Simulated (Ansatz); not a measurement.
# As₂H₂ (singlet): from Hartree-Fock to the top rungs, cc-pVDZ

Aim: climb from Hartree-Fock through coupled cluster and multireference methods for As₂H₂ (singlet) at one geometry and basis, and see what each rung misses.

Program: Ansatz 0.2.0, Gaussian basis. Level of theory: cc-pVDZ, core rule «outside noble gas», up to 28 orbitals frozen. These are calculated values, not measurements.

Plan: UHF; CCSD(T) on RHF; CCSD(T) on UHF; BCCD(T) on RHF; CISD; CCSDT(Q) on RHF; CCSDT(Q) on UHF; CCSDTQ on RHF; CASSCF and MRCISD+Q, 12 electrons in 10 orbitals; CASSCF and NEVPT2, 12 electrons in 10 orbitals.

2 further runs of the same task are left out: 2 set aside as unsound or not needed. Runs told in other sessions of the task aren't counted.

### Step 1. What is computed

The geometry is a PBE0/def2-TZVP stationary point (not a proven minimum). No spin-orbit coupling is included. The filled d shell of As may be among the frozen orbitals whatever the setting's name suggests.

4 atoms, charge 0, spin multiplicity 1.

Atoms are counted from 1 here; the program's logs count them from 0.

Bond lengths: As1–As2 2.154 Å, As1–H3 1.512 Å, As1–H4 1.512 Å. Angles: As2–As1–H3 128.9°, As2–As1–H4 128.9°, H3–As1–H4 102.2°.

Coordinates:

```
As    0.0000    0.0000    1.0500
As    0.0000    0.0000   -1.1038
H     0.0000    1.1767    2.0001
H     0.0000   -1.1767    2.0001
```

### Step 2. UHF

Contents of in.yaml:

```yaml
crystal:
  periodic: [false, false, false]
  atoms:
    - {symbol: As, position_ang: [0.000000, 0.000000, 1.050021]}
    - {symbol: As, position_ang: [0.000000, 0.000000, -1.103836]}
    - {symbol: H, position_ang: [0.000000, 1.176683, 2.000096]}
    - {symbol: H, position_ang: [0.000000, -1.176682, 2.000096]}
basis:
  gaussian: {orbitals: cc-pVDZ}
magnetization: {spin_polarized: true, initial_magnetization: 0}
hamiltonian: {xc: hf}
output: {orbitals: {seedname: orbitals}}
```

Launch:

```sh
$ ansatz run in.yaml --threads 1 --pin off --events-out ev --progress --plain --max-ram 2560MiB --backend cpu
```

The runs that follow: CCSD(T) on RHF; CCSD(T) on UHF; BCCD(T) on RHF; CISD; CCSDT(Q) on RHF; CCSDT(Q) on UHF; CCSDTQ on RHF; CASSCF and MRCISD+Q, 12 electrons in 10 orbitals; CASSCF and NEVPT2, 12 electrons in 10 orbitals.

Before running them: what should the planned runs give, taken together? Wanted: RCCSDTQ from the RHF energy; RMP2 from RCCSDTQ; UMP2 from RCCSDTQ; RCCSD from RCCSDTQ; RCCSD(T) from RCCSDTQ; UCCSD(T) from RCCSDTQ; RCCSDT(Q) from RCCSDTQ; UCCSDT(Q) from RCCSDTQ; NEVPT2 valence from RCCSDTQ.

As calculated:

```
                         quantity                                                   value
      RCCSDTQ from the RHF energy                                              -6.9562 eV
                RMP2 from RCCSDTQ                                             +1215.8 meV
                UMP2 from RCCSDTQ                                             +1440.3 meV
               RCCSD from RCCSDTQ                                              +341.1 meV
            RCCSD(T) from RCCSDTQ                                               +55.8 meV
            UCCSD(T) from RCCSDTQ                                               +58.5 meV
           RCCSDT(Q) from RCCSDTQ                                                -1.2 meV
           UCCSDT(Q) from RCCSDTQ                                                -3.0 meV
      NEVPT2 valence from RCCSDTQ                                              +996.5 meV
    MRCISD+Q valence from RCCSDTQ                                               +12.4 meV
levels within 1 kcal/mol (43 meV)  RCCSDT, UCCSDT, RCCSDT(Q), UCCSDT(Q), MRCISD+Q valence
                    T1 diagnostic                                                   0.026
   effectively unpaired electrons                                                    0.10
```

In words: RCCSD(T) lands +55.8 meV from the yardstick (0.8 % of the correlation energy). One determinant dominates. Of the multireference levels listed MRCISD+Q valence comes nearest in total energy (+12.4 meV), which doesn't show that its space is the better one. These misses are within one basis, not against nature.
